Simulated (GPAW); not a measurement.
**InH3O (SMILES [H][In]([H])[OH]) at 3 levels**

We compute a comparison of 3 runs (PBE/real-space grid, vdW-DF/real-space grid, PBE/dzp) of InH3O. The job is set up through an ASE script.

The results are computed with GPAW 26.7.0.

1 further run of the same task is left out (set aside as unsound or not needed). Runs told in other sessions of the task aren't counted.

### 1 The structure to begin with

The species is InH3O (5 atoms), meant as a singlet with charge 0. SMILES: `[H][In]([H])[OH]`. Geometry: a GFN2-xTB relaxation, a rough one for these elements and not checked as a minimum.

Bond lengths: In1–O4 1.926 Å, In1–H2 1.685 Å, In1–H3 1.704 Å, O4–H5 0.956 Å. Angles: In1–O4–H5 123.8°, H2–In1–O4 112.6°, H3–In1–O4 121.5°, H2–In1–H3 125.9°.

### 2 The charge distribution at PBE/real-space grid (scalar-relativistic datasets) (run 1)

The input, mol.xyz:

```xyz
5

In     0.340170     0.465720    -0.104120
H      2.012910     0.451630    -0.310070
H     -0.660060     1.845200    -0.135400
O     -0.382610    -1.293370     0.200710
H     -1.310410    -1.469180     0.348880
```

The input, calc.py:

```python
import numpy as np
from ase.io import read
from ase.units import Debye
from gpaw import GPAW

system = read('mol.xyz')
system.center(vacuum=4.5)

calc = GPAW(mode='fd', h=0.18, xc='PBE', maxiter=150, txt='-')
system.calc = calc

energy = system.get_potential_energy()
print(f'Energy: {energy:.5f} eV')
forces = system.get_forces()
print('Forces (eV/Ang)')
for symbol, f in zip(system.symbols, forces):
    print(f'{symbol:2} {f[0]:9.4f} {f[1]:9.4f} {f[2]:9.4f}')
dipole = system.get_dipole_moment() / Debye
print(f'Dipole: {np.linalg.norm(dipole):.3f} D')
homo, lumo = calc.get_homo_lumo()
print(f'HOMO                    {homo:.3f} eV')
print(f'LUMO: {lumo:.3f} eV')
print(f'Gap                     {lumo - homo:.3f} eV')
```

The run is started by

```
$ python calc.py > calc.log
```

Log:

```text
[...]
Number of symmetries: 1
[...]
  Number of IBZ points: 1
[...]
Spin-components: 1 (collinear spins)
Bands:           16
[...]
  Valence electrons: 22.0
[...]
  Grid points: [68 68 52]
  Charge: 0.0  # |e|
[...]
    cutoffs:
[...]
occupation numbers:
  # Zero width
[...]
xc functional:
  name: PBE with 2 nearest neighbor stencil
[...]
|iter     |     time |      energy | eigst |  dens |
[...]
|iter:   1| 00:00:02 |  -22.139683 | +0.77 |       |
[...]
|iter:  15| 00:00:17 |  -19.028350c| -7.55c| -6.24c|
Converged in 15 steps
[...]
Energy contributions relative to reference atoms: (reference = -162053.742448)
Energy contributions:
  Kinetic:          37.355128
  Coulomb:         -38.060465
  Zero:              0.610885
  External:          0.000000
  Xc:              -18.933898
  Entropy:           0.000000
  Spinorbit:         0.000000
  ----------------------------
  Free energy:     -19.028350
  Extrapolated:    -19.028350
dipole moment: (-0.171502, 0.212454, -0.005033)  # |e|*Ang
Fermi level: -4.457
[...]
Gap: 4.680 eV
Transition (v -> c):
[...]
Forces (eV/Ang)
In    0.3057    1.4106   -0.1713
H     0.4746   -0.1404   -0.0514
H    -0.3172    0.1743    0.0132
O     0.1685   -1.5613    0.1646
H    -0.6668    0.1067    0.0630
Dipole: 1.312 D
HOMO                    -6.796 eV
LUMO: -2.117 eV
Gap                     4.680 eV
```

Run time: 18 s. Hardware: 1 thread of Arm Neoverse V2, shared host; peak memory 0.64 GiB.

### 3 Energy and one-electron properties at vdW-DF/real-space grid (scalar-relativistic datasets) (run 2)

The input, calc.py:

```python
import numpy as np
from ase import Atoms
from ase.units import Debye
from gpaw import GPAW

# Geometry
atoms = Atoms(["In", "H", "H", "O", "H"],
    positions=[[  0.340170,   0.465720,  -0.104120],
               [  2.012910,   0.451630,  -0.310070],
               [ -0.660060,   1.845200,  -0.135400],
               [ -0.382610,  -1.293370,   0.200710],
               [ -1.310410,  -1.469180,   0.348880]])
atoms.center(vacuum=5.0)

# GPAW settings
calc = GPAW(mode="fd",
            h=0.2,
            xc={"name": "vdW-DF", "backend": "libvdwxc"},
            maxiter=150,
            poissonsolver={"name": "fd"},
            txt="h3ino.txt")
atoms.calc = calc

energy = atoms.get_potential_energy()
print(f"Energy = {energy:.5f} eV")
dipole = atoms.get_dipole_moment() / Debye
print(f"Dipole                  {np.linalg.norm(dipole):.3f} D")
```

The run is started by

```
$ python3 calc.py
```

Log:

```text
Energy = -81.03359 eV
Dipole                  1.322 D
```

h3ino.txt:

```text
__  _  _
 | _ |_)|_||  |
 |__||  | ||/\| - 26.7.0

units:  Angstrom and eV
cores:  1
OpenMP: False

Versions:
  Python: 3.12.14
  ASE:    3.29.0
  Numpy:  2.5.5
  Scipy:  1.18.1
  Libxc:  7.0.0

        _gpaw.cpython-312-aarch64-linux-gnu.so

Input parameters:
  mode=FD(),
  h=0.2,
  maxiter=150,
  poissonsolver=PoissonSolver(name='fd'),
  xc=XC(name='vdW-DF', backend='libvdwxc')

[... 55 lines left out ...]
|   |                                coordinates |     weight |
[... 106 lines left out ...]
  Converge bands: occupied
[... 33 lines left out ...]
convergence criteria:
[... 14 lines left out ...]
Converged in 16 steps
[... 15 lines left out ...]
dipole moment: (-0.170277, 0.216247, -0.005689)  # |e|*Ang
[... 13 lines left out ...]
Gap: 4.625 eV
Transition (v -> c):
  (s=0, k=0, n=10, [0.00, 0.00, 0.00]) -> (s=0, k=0, n=11, [0.00, 0.00, 0.00])
No difference between direct/indirect transitions
vacuum-level: 0.000  # V

timing:  # [seconds]
  Total: 60.090  # ━━━━━━━━━━━━━━━━━━━━━━━━━━━━━━━━━━━━━━━━━━━━━━━━━━━━━━━━━━
  Init:   6.372  # ━━━━━━
  SCF:   53.700  # ━━━━━━━━━━━━━━━━━━━━━━━━━━━━━━━━━━━━━━━━━━━━━━━━━━━━

Max RSS: 1016.973  # MiB
```

Run time: 61 s. Hardware: 1 thread of Arm Neoverse V2, shared host; peak memory 0.99 GiB.

### 4 The charge distribution at PBE/dzp (scalar-relativistic datasets) (run 3)

The input, gs.xyz:

```xyz
5

In     0.340170     0.465720    -0.104120
H      2.012910     0.451630    -0.310070
H     -0.660060     1.845200    -0.135400
O     -0.382610    -1.293370     0.200710
H     -1.310410    -1.469180     0.348880
```

The input, gs.py:

```python
import numpy as np
from ase.io import read
from ase.units import Debye
from gpaw import GPAW

# Set up the molecule
mol = read('gs.xyz')
mol.center(vacuum=4.5)

# DFT calculator
calc = GPAW(mode='lcao', basis='dzp', h=0.18, xc='PBE', maxiter=150, txt='-')
mol.calc = calc

energy = mol.get_potential_energy()
print(f'Energy                  {energy:.5f} eV')
forces = mol.get_forces()
print('Forces (eV/Ang)')
for symbol, f in zip(mol.symbols, forces):
    print(f'{symbol:2} {f[0]:9.4f} {f[1]:9.4f} {f[2]:9.4f}')
dipole = mol.get_dipole_moment() / Debye
print(f'Dipole                  {np.linalg.norm(dipole):.3f} D')
homo, lumo = calc.get_homo_lumo()
print(f'HOMO = {homo:.3f} eV')
print(f'LUMO                    {lumo:.3f} eV')
print(f'Gap: {lumo - homo:.3f} eV')
```

The run is started by

```
$ OMP_NUM_THREADS=1 python gs.py
```

Log:

```text
[...]
Number of symmetries: 1
[...]
  Number of IBZ points: 1
[...]
basis functions: 51
Spin-components: 1 (collinear spins)
Bands:           16
[...]
  Valence electrons: 22.0
[...]
  Grid points: [68 68 52]
  Charge: 0.0  # |e|
[...]
    cutoffs:
[...]
occupation numbers:
  # Zero width
[...]
xc functional:
  name: PBE with 2 nearest neighbor stencil
[...]
|iter     |     time |      energy | eigst |  dens |
[...]
|iter:   1| 00:00:04 |  -19.553439 |      c|       |
[...]
|iter:   9| 00:00:08 |  -17.323031c|      c| -4.25c|
Converged in 9 steps
[...]
Energy contributions relative to reference atoms: (reference = -162053.742448)
Energy contributions:
  Kinetic:          28.378528
  Coulomb:         -27.253764
  Zero:              0.242480
  External:          0.000000
  Xc:              -18.690276
  Entropy:           0.000000
  Spinorbit:         0.000000
  ----------------------------
  Free energy:     -17.323031
  Extrapolated:    -17.323031
dipole moment: (-0.184956, 0.167089, 0.002590)  # |e|*Ang
Fermi level: -4.216
[...]
Gap: 4.631 eV
Transition (v -> c):
[...]
Forces (eV/Ang)
In    0.3022    1.5518   -0.2085
H     0.5082   -0.1459   -0.0549
H    -0.3138    0.2298    0.0093
O     0.8885   -1.6818    0.0867
H    -1.4088    0.0081    0.1870
Dipole                  1.197 D
HOMO = -6.531 eV
LUMO                    -1.901 eV
Gap: 4.631 eV
```

Run time: 8 s. Hardware: 1 thread of Arm Neoverse V2, shared host; peak memory 0.59 GiB.

### 5 The series

| run | level | grid spacing | vacuum round the molecule | energy (Eh) | dipole moment (D) | HOMO energy (eV) | LUMO energy (eV) | wall time |
| --- | --- | --- | --- | --- | --- | --- | --- | --- |
| 1 | PBE/real-space grid (scalar-relativistic datasets) | 0.18 | 4.5 | -5956.064470 | 1.31 | -6.80 | -2.12 | 18 s |
| 2 | vdW-DF/real-space grid (scalar-relativistic datasets) | 0.2 | 5 | -5958.650969 | 1.32 | -6.99 | -2.36 | 61 s |
| 3 | PBE/dzp (scalar-relativistic datasets) | 0.18 | 4.5 | -5956.001801 | 1.20 | -6.53 | -1.90 | 8 s |

### 6 What came out

| quantity | value |
| --- | --- |
| run 3: energy as printed (from the program's reference atoms) | -17.3230 eV |
| run 3: dipole moment | 1.20 D |
| run 3: HOMO energy | -6.53 eV |
| run 3: LUMO energy | -1.90 eV |
| run 3: HOMO–LUMO gap | 4.63 eV |
| run 3: largest force on an atom | 1.904 eV/Å |

The dipole moment (its size) runs from 1.20 D (PBE/dzp) to 1.32 D (vdW-DF/real-space grid). The two ends differ in method and basis. The HOMO–LUMO gap runs from 4.62 eV (vdW-DF/real-space grid) to 4.68 eV (PBE/real-space grid). Totals of different functionals can't be ranked against each other. All runs together took 87 s, the longest 61 s.
